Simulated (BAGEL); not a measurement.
# C2H3FP2 (SMILES FC1=CP1P) at HF/cc-pVDZ (density fitting with qzvpp-jkfit)

Aim: the electronic atomisation energy of C2H3FP2 at HF/cc-pVDZ (density fitting with qzvpp-jkfit), from 5 runs. 

Program for the calculation: BAGEL 1.2.2.

21 further runs of the same task are left out: 1 that didn't finish, 20 set aside as unsound or not needed.

### 1 The molecule

C2H3FP2 has 8 atoms, charge 0, and is taken as a singlet. As SMILES, `FC1=CP1P`. Geometry: relaxed at GFN2-xTB. This is one conformer, not always the lowest.

Bond lengths: F1–C2 1.315 Å, C2–C3 1.303 Å, C2–P4 1.827 Å, C3–P4 1.866 Å, P4–P5 2.189 Å, C3–H6 1.066 Å, P5–H7 1.394 Å, P5–H8 1.393 Å. Some angles: F1–C2–C3 143.5°, F1–C2–P4 145.5°, C3–C2–P4 71.0°, C2–C3–P4 67.7°, C2–P4–C3 41.3°, C2–P4–P5 101.3°, C3–P4–P5 102.1°, C2–C3–H6 145.9°, P4–C3–H6 146.4°, P4–P5–H7 92.4°.

### 2 The energy at HF/cc-pVDZ (density fitting with qzvpp-jkfit)

The input, job.json:

```json
{ "bagel": [

{
  "title": "molecule",
  "basis": "cc-pvdz.json",
  "df_basis": "qzvpp-jkfit",
  "angstrom": true,
  "geometry": [
    { "atom": "F", "xyz": [    1.185660,   -1.944360,    1.250850 ] },
    { "atom": "C", "xyz": [    0.667300,   -0.754210,    1.038980 ] },
    { "atom": "C", "xyz": [    0.907780,    0.522900,    1.127050 ] },
    { "atom": "P", "xyz": [   -0.819120,    0.169290,    0.513460 ] },
    { "atom": "P", "xyz": [   -0.551180,    0.213760,   -1.659030 ] },
    { "atom": "H", "xyz": [    1.618770,    1.270700,    1.394380 ] },
    { "atom": "H", "xyz": [   -1.549820,   -0.737680,   -1.859500 ] },
    { "atom": "H", "xyz": [   -1.459390,    1.259600,   -1.806180 ] }
  ]
},
{
  "title": "hf"
},
{
  "title": "print",
  "file": "orbitals.molden",
  "orbitals": true
}

]}
```

The basis set cc-pVDZ is read from a file made from the Basis Set Exchange's data (not shown).

Launch:

```sh
$ BAGEL_NUM_THREADS=1 BAGEL job.json > job.out
```

The program printed:

```text
* using 1 threads per process

  ===============================================================
  ===============================================================

  *** Geometry ***

  { "atom" : "F", "xyz" : [      2.240573,     -3.674308,      2.363764 ] },
  { "atom" : "C", "xyz" : [      1.261014,     -1.425250,      1.963388 ] },
  { "atom" : "C", "xyz" : [      1.715456,      0.988138,      2.129816 ] },
[... 4 lines of this table left out ...]
  { "atom" : "H", "xyz" : [     -2.757847,      2.380299,     -3.413186 ] },

  Number of auxiliary basis functions:      537

  Since a DF basis is specified, we compute 2- and 3-index integrals:
    o Being stored without compression. Storage requirement is 0.037 GB

  Number of basis functions:       93
  Number of electrons      :       54

    * METHOD: MOLECULE                             0.31

  *** RHF ***

  === Nuclear Repulsion ===
   259.6044263352

      * DIIS with orbital gradients will be used.

  === RHF iteration (cc-pvdz.json) ===
      0       -858.12947210          0.01224956           0.15
      1       -858.25136924          0.00720423           0.14
      2       -858.29422020          0.00145613           0.12
[... 13 lines of this table left out ...]
     16       -858.29773226          0.00000001           0.11
    * SCF iteration converged.

    * Permanent dipole moment:
           (    0.010040,    -0.448536,    -0.027415) a.u.

    * METHOD: HF                                   2.34

    * METHOD: PRINT                                0.01

  ===============================================================
```

Wall time 3.3 s (1 thread of Intel Xeon Platinum 8488C (Sapphire Rapids), shared host); peak memory 0.15 GiB.

### 3 The C atom at the same level

The input, input.json:

```json
{ "bagel": [

{
  "title": "molecule",
  "basis": "cc-pvdz.json",
  "df_basis": "qzvpp-jkfit",
  "angstrom": true,
  "geometry": [
    { "atom": "C", "xyz": [       0.000000,       0.000000,       0.000000 ] }
  ]
},

{ "title": "uhf", "nopen": 2 },

{ "title": "print", "file": "orbitals.molden", "orbitals": true }

]}
```

The basis set cc-pVDZ is read from a file made from the Basis Set Exchange's data (not shown).

Run the same way, it converges to -37.68654 Eh (log not shown).

### 4 The F atom, same level

The input, hf.json:

```json
{ "bagel" : [

{
  "title" : "molecule",
  "basis" : "cc-pvdz.json",
  "df_basis" : "qzvpp-jkfit",
  "angstrom" : true,
  "geometry" : [
    { "atom" : "F", "xyz" : [    0.000000,    0.000000,    0.000000 ] }
  ]
},
{ "title" : "uhf", "nopen" : 1 },
{ "title" : "print", "file" : "orbitals.molden", "orbitals" : true }

]}
```

The basis set cc-pVDZ is read from a file made from the Basis Set Exchange's data (not shown).

Run the same way, it converges to -99.37523 Eh (log not shown).

### 5 The H atom, same level

The input, input.json:

```json
{ "bagel": [

{
  "title": "molecule",
  "basis": "cc-pvdz.json",
  "df_basis": "qzvpp-jkfit",
  "angstrom": true,
  "geometry": [
    { "atom": "H", "xyz": [       0.000000,       0.000000,       0.000000 ] }
  ]
},

{ "title": "uhf", "nopen": 1 },

{ "title": "print", "file": "orbitals.molden", "orbitals": true }

]}
```

The basis set cc-pVDZ is read from a file made from the Basis Set Exchange's data (not shown).

Launch:

```sh
$ BAGEL_NUM_THREADS=1 BAGEL input.json > input.out
```

The program printed:

```text
* using 1 threads per process

  ===============================================================
  ===============================================================

  *** Geometry ***

  { "atom" : "H", "xyz" : [      0.000000,      0.000000,      0.000000 ] },

  Number of auxiliary basis functions:       18

  Since a DF basis is specified, we compute 2- and 3-index integrals:
    o Being stored without compression. Storage requirement is 0.000 GB

  Number of basis functions:        5
  Number of electrons      :        1

    * METHOD: MOLECULE                             0.01

  *** Open-shell HF ***

  === Nuclear Repulsion ===
     0.0000000000

      * DIIS with orbital gradients will be used.

  === UHF iteration (cc-pvdz.json) ===
      0         -0.48776147          0.02127267           0.00
      1         -0.49773775          0.00783822           0.00
      2         -0.49907249          0.00286837           0.00
      3         -0.49927840          0.00000000           0.00
    * SCF iteration converged.

    * S^2 (UHF) is 0.7500

    * Permanent dipole moment:
           (    0.000000,     0.000000,     0.000000) a.u.

    * METHOD: UHF                                  0.01

    * METHOD: PRINT                                0.00

  ===============================================================
```

Wall time 0.38 s (1 thread of Intel Xeon Platinum 8488C (Sapphire Rapids), shared host); peak memory 0.079 GiB.

### 6 The P atom

The input, input.json:

```json
{ "bagel" : [

{
  "title" : "molecule",
  "basis" : "cc-pvdz.json",
  "df_basis" : "qzvpp-jkfit",
  "angstrom" : true,
  "geometry" : [
    { "atom" : "P", "xyz" : [       0.000000,       0.000000,       0.000000 ] }
  ]
},

{
  "title" : "uhf",
  "nopen" : 3
},

{
  "title" : "print",
  "file" : "orbitals.molden",
  "orbitals" : true
}

]}
```

The basis set cc-pVDZ is read from a file made from the Basis Set Exchange's data (not shown).

Launch:

```sh
$ BAGEL_NUM_THREADS=1 BAGEL input.json > input.out
```

The program printed:

```text
* using 1 threads per process

  ===============================================================
  ===============================================================

  *** Geometry ***

  { "atom" : "P", "xyz" : [      0.000000,      0.000000,      0.000000 ] },

  Number of auxiliary basis functions:      128

  Since a DF basis is specified, we compute 2- and 3-index integrals:
    o Being stored without compression. Storage requirement is 0.000 GB

  Number of basis functions:       18
  Number of electrons      :       15

    * METHOD: MOLECULE                             0.02

  *** Open-shell HF ***

  === Nuclear Repulsion ===
     0.0000000000

      * DIIS with orbital gradients will be used.

  === UHF iteration (cc-pvdz.json) ===
      0       -340.69530473          0.00671926           0.00
      1       -340.70822839          0.00171575           0.00
      2       -340.70894315          0.00047214           0.00
      3       -340.70905935          0.00007984           0.00
      4       -340.70906628          0.00000812           0.00
      5       -340.70906648          0.00000094           0.00
      6       -340.70906648          0.00000012           0.00
      7       -340.70906648          0.00000001           0.00
      8       -340.70906648          0.00000000           0.00
    * SCF iteration converged.

    * S^2 (UHF) is 3.7501

    * Permanent dipole moment:
           (   -0.000000,    -0.000000,    -0.000000) a.u.

    * METHOD: UHF                                  0.03

    * METHOD: PRINT                                0.00

  ===============================================================
```

Wall time 0.4 s (1 thread of Intel Xeon Platinum 8488C (Sapphire Rapids), shared host); peak memory 0.079 GiB.

### 7 Summary of results

Level: HF/cc-pVDZ (density fitting with qzvpp-jkfit).

```
                     quantity          value
       molecule: total energy  -858.29773 Eh
      molecule: dipole moment         1.14 D
        molecule: HOMO energy       -8.73 eV
        molecule: LUMO energy        3.32 eV
      molecule: HOMO–LUMO gap       12.06 eV
         C atom: total energy   -37.68654 Eh
        C atom: dipole moment         0.00 D
                 C atom: ⟨S²⟩          2.006
         F atom: total energy   -99.37523 Eh
        F atom: dipole moment         0.00 D
                 F atom: ⟨S²⟩          0.752
         H atom: total energy    -0.49928 Eh
        H atom: dipole moment         0.00 D
                 H atom: ⟨S²⟩          0.750
         P atom: total energy  -340.70907 Eh
        P atom: dipole moment         0.00 D
                 P atom: ⟨S²⟩          3.750
electronic atomisation energy      17.237 eV
```

What this shows: Taking the molecule apart into free atoms costs 17.24 eV (397 kcal/mol), before zero-point energy and without spin-orbit coupling. Hartree–Fock lacks the correlation of the bonding pairs, which as a rule makes this value much too low; in minimal bases other errors can mask that.
